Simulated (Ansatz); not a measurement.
# H₂OSSe (SMILES SO[SeH]): functionals against CCSD(T) at one geometry

How do the functionals fare away from a minimum? The structure is a structure displaced at random from a GFN2-xTB minimum.

Method: single points in def2-TZVPP; program: Ansatz 0.2.0, Gaussian basis.

Correlated methods freeze the cores. Filled d shells of the heavier atoms are correlated. B3LYP uses VWN-RPA correlation.

**1. The system as given**

5 atoms, charge 0, spin multiplicity 1.

Atoms are counted from 1 here; the program's logs count them from 0.

Bond lengths: S1–O2 1.621 Å, S1–H4 1.376 Å, O2–Se3 1.890 Å, Se3–H5 1.466 Å. Angles: O2–S1–H4 97.9°, S1–O2–Se3 124.4°, O2–Se3–H5 92.8°.

Geometry (Å):

```xyz
5

S    -1.0452   -1.2339    0.2276
O    -0.1476   -0.0530    0.8816
Se    1.6027    0.3921    0.3243
H    -1.5967   -0.5037   -0.8007
H     1.1193    1.3643   -0.6607
```

**2. CCSD(T)/def2-TZVPP**

File run/in.yaml:

```yaml
crystal:
  periodic: [false, false, false]
  atoms:
    - {symbol: S, position_ang: [-1.045200, -1.233900, 0.227600]}
    - {symbol: O, position_ang: [-0.147600, -0.053000, 0.881600]}
    - {symbol: Se, position_ang: [1.602700, 0.392100, 0.324300]}
    - {symbol: H, position_ang: [-1.596700, -0.503700, -0.800700]}
    - {symbol: H, position_ang: [1.119300, 1.364300, -0.660700]}
basis:
  gaussian: {orbitals: def2-TZVPP}
correlation: {method: ccsd_t}
output: {forces: true}
```

No record of the launch command was kept for these runs.

**3. PBE0-D4/def2-TZVPP**

run/in.yaml: that of step 2 with these lines changed.

```diff
@@ -10,3 +10,3 @@
   gaussian: {orbitals: def2-TZVPP}
-correlation: {method: ccsd_t}
-output: {forces: true}
+hamiltonian: {xc: pbe0, dispersion: d4}
+output: {forces: true, orbitals: {seedname: orbitals}}
```

**4. wB97M-V/def2-TZVPP**

run/in.yaml: that of step 3 with these lines changed.

```diff
@@ -10,3 +10,3 @@
   gaussian: {orbitals: def2-TZVPP}
-hamiltonian: {xc: pbe0, dispersion: d4}
-output: {forces: true, orbitals: {seedname: orbitals}}
+hamiltonian: {xc: {name: wB97M-V}}
+output: {forces: true}
```

**5. r2SCAN-D4/def2-TZVPP**

run/in.yaml: that of step 4 with these lines changed.

```diff
@@ -10,3 +10,3 @@
   gaussian: {orbitals: def2-TZVPP}
-hamiltonian: {xc: {name: wB97M-V}}
+hamiltonian: {xc: r2scan, dispersion: d4}
 output: {forces: true}
```

**6. PBE-D4/def2-TZVPP**

run/in.yaml: that of step 5 with these lines changed.

```diff
@@ -10,3 +10,3 @@
   gaussian: {orbitals: def2-TZVPP}
-hamiltonian: {xc: r2scan, dispersion: d4}
+hamiltonian: {xc: pbe, dispersion: d4}
 output: {forces: true}
```

**7. B3LYP-D4/def2-TZVPP**

run/in.yaml: that of step 6 with these lines changed.

```diff
@@ -10,3 +10,3 @@
   gaussian: {orbitals: def2-TZVPP}
-hamiltonian: {xc: pbe, dispersion: d4}
+hamiltonian: {xc: {name: B3LYP}, dispersion: d4}
 output: {forces: true}
```

**8. BHLYP-D4/def2-TZVPP**

run/in.yaml: that of step 7 with these lines changed.

```diff
@@ -10,3 +10,3 @@
   gaussian: {orbitals: def2-TZVPP}
-hamiltonian: {xc: {name: B3LYP}, dispersion: d4}
+hamiltonian: {xc: {name: BHLYP}, dispersion: d4}
 output: {forces: true}
```

(Steps that only read results are left out.)

Before running it: what results should come out? Wanted: energy less free atoms, CCSD(T)/def2-TZVPP; RMS force component; RMS force error; HOMO and LUMO, PBE0-D4; T1 diagnostic.

As calculated:

| quantity | value |
| --- | --- |
| energy less free atoms, CCSD(T)/def2-TZVPP | -275.6 kcal/mol |
| RMS force component | 0.401 to 0.644 eV/Å over the methods |
| RMS force error | PBE0-D4 0.232, wB97M-V 0.135, r2SCAN-D4 0.282, PBE-D4 0.408, B3LYP-D4 0.219, BHLYP-D4 0.327 eV/Å |
| HOMO and LUMO, PBE0-D4 | -6.93 and -2.41 eV |
| T1 diagnostic | 0.016 |

Against CCSD(T) the functionals' energies less atoms differ by -30.1 to +10.5 kcal/mol, PBE-D4 by -30.1 kcal/mol. A larger basis would deepen the CCSD(T) value, while the functionals are nearly converged already, so the order here is not reliable. The forces of wB97M-V come nearest to CCSD(T), those of PBE-D4 are farthest. Frozen-core CCSD(T) forces in triple zeta carry basis errors of their own, and this is one geometry, so small gaps rank nothing.
